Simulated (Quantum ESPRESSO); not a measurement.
**WS: zone-centre phonons under several settings**

```
W S
1.0
     3.44485    0.00000    0.00000
     0.00000    3.44485    0.00000
     0.00000    0.00000    3.44485
W S
1 1
Direct
  0.50000 0.50000 0.50000
  0.00000 0.00000 0.00000
```

The cell was built by a generator and needn't be a form met in nature.

All runs used Quantum ESPRESSO 7.5; k mesh 6 × 6 × 6, shifted; relaxed cell; no spin polarisation; occupations fermi-dirac, width 0.05 eV.

```tsv
level	potentials	cutoff (eV)	volume (Å³/atom)	lowest optical mode without the field (cm⁻¹)
LDA	PseudoDojo 0.4.1 SR LDA standard	952	12.97	219
PBE	PseudoDojo 0.4.1 SR PBE standard	1007	13.63	194
PBEsol	PseudoDojo 0.4.1 SR PBEsol standard	1007	13.20	215
BLYP	PseudoDojo 0.4.1 SR PBE standard	1007	14.51	137
WC	PseudoDojo 0.4.1 SR PBE standard	1007	13.35	208
PW91	PseudoDojo 0.4.1 SR PBE standard	1007	?	?
vdW-DF-cx	PseudoDojo 0.4.1 SR PBE standard	1007	13.36	213
```

**Question.** What stands in the row left open?

**Answer.** Volume 13.70 Å³/atom; lowest optical mode without the field 188 cm⁻¹.

Caveats: the mesh is thin for the phonons of a metal; the volume moved by over 15 % at a fixed basis, so the end points are rough; the potentials were made for another functional, which shifts forces and pressure (some runs).

For the row left open. Caveat: the k mesh is coarse; the mesh is thin for the phonons of a metal; the potentials were made for another functional, which shifts forces and pressure; the volume moved by over 15 % at a fixed basis, so the end points are rough.
